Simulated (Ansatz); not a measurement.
# CF4: the cost of one run

Method: DFT LDA, plane waves, PAW, scalar-relativistic, no spin polarisation, in Ansatz 0.2.0.

**1. The starting structure**

The cell holds 40 atoms (C8F32): a = 8.996 Å, b = 8.996 Å, c = 8.996 Å, α = 90.00°, β = 90.00°, γ = 90.00°.

The coordinates stand in the first input below.

**2. Preparing the start**

The input, input.yaml:

```yaml
accuracy: low
crystal:
  lattice:
    - [8.995883, 0.0, 0.0]
    - [0.0, 8.995883, 0.0]
    - [0.0, 0.0, 8.995883]
  atoms:
    - { symbol: C, position: [0.326381, 0.1228281, 0.5327312] }
    - { symbol: F, position: [0.4221533, 0.1940709, 0.6198252] }
    - { symbol: F, position: [0.3047161, -0.0137726, 0.5847321] }
    - { symbol: F, position: [0.1978852, 0.1957554, 0.5308144] }
    - { symbol: F, position: [0.3807694, 0.1152589, 0.395553] }
    - { symbol: C, position: [0.3380457, 0.5130178, 0.9016881] }
    - { symbol: F, position: [0.2319867, 0.604442, 0.948872] }
    - { symbol: F, position: [0.4179872, 0.4666492, 1.0169814] }
    - { symbol: F, position: [0.2765031, 0.3967148, 0.8344619] }
    - { symbol: F, position: [0.4257059, 0.584265, 0.8064371] }
    - { symbol: C, position: [0.8877797, 0.5129617, 0.8673295] }
    - { symbol: F, position: [0.9280373, 0.6456385, 0.918412] }
    - { symbol: F, position: [0.9810583, 0.4102438, 0.9181368] }
    - { symbol: F, position: [0.7507498, 0.4820432, 0.913156] }
    - { symbol: F, position: [0.8912735, 0.5139214, 0.7196132] }
    - { symbol: C, position: [0.0115138, 0.7545556, 0.4220843] }
    - { symbol: F, position: [0.1206977, 0.8310461, 0.4858129] }
    - { symbol: F, position: [0.0667754, 0.6710677, 0.3134144] }
    - { symbol: F, position: [-0.0531749, 0.6678727, 0.5227555] }
    - { symbol: F, position: [-0.0882429, 0.8482361, 0.3663546] }
    - { symbol: C, position: [0.6724488, 0.3608199, 0.2384594] }
    - { symbol: F, position: [0.545638, 0.4205575, 0.2851891] }
    - { symbol: F, position: [0.7180178, 0.2595094, 0.3358909] }
    - { symbol: F, position: [0.6512096, 0.2967109, 0.1070358] }
    - { symbol: F, position: [0.7749298, 0.4665016, 0.2257219] }
    - { symbol: C, position: [0.5385818, 0.8377062, 0.2887704] }
    - { symbol: F, position: [0.5246474, 0.7183571, 0.202777] }
    - { symbol: F, position: [0.615679, 0.8024789, 0.4098005] }
    - { symbol: F, position: [0.6094163, 0.9439674, 0.2144451] }
    - { symbol: F, position: [0.4045844, 0.8860213, 0.3280589] }
    - { symbol: C, position: [0.1703901, 0.1188372, 0.9112598] }
    - { symbol: F, position: [0.2608013, 0.2053674, 0.9898192] }
    - { symbol: F, position: [0.0905632, 0.0348741, 1.0029719] }
    - { symbol: F, position: [0.0799262, 0.202907, 0.8301316] }
    - { symbol: F, position: [0.2502697, 0.0322002, 0.8221166] }
    - { symbol: C, position: [0.7241219, 0.950439, 0.766036] }
    - { symbol: F, position: [0.7564598, 1.0432995, 0.8763285] }
    - { symbol: F, position: [0.5793463, 0.9209172, 0.7673544] }
    - { symbol: F, position: [0.7605395, 1.0126059, 0.6370311] }
    - { symbol: F, position: [0.8001418, 0.8249334, 0.7834301] }
basis:
  ecutwfc: 420.0
kpoints:
  mp_grid: { grid: [1, 1, 1] }
hamiltonian:
  xc: lda
scf:
  occupations: { method: fermi_dirac, width: 0.05 }
  lower_state_search: "off"
relax:
  f_tol: 0.3
  max_steps: 15
  adjacent_minimum: "off"
output:
  write_density: true
  write_potential: true
  elf: true
  volumetric_format: npy
```

On the command line:

```bash
$ ansatz run input.yaml --threads 2 --pin off --max-ram 5120MiB --backend cpu --events-out ev --progress --plain --runs-dir out
```

Q: Estimate wall time and peak memory on 2 threads of AMD EPYC 9R45 (Zen 5), shared host.

About 7.6 s, with a peak of 0.69 GiB.
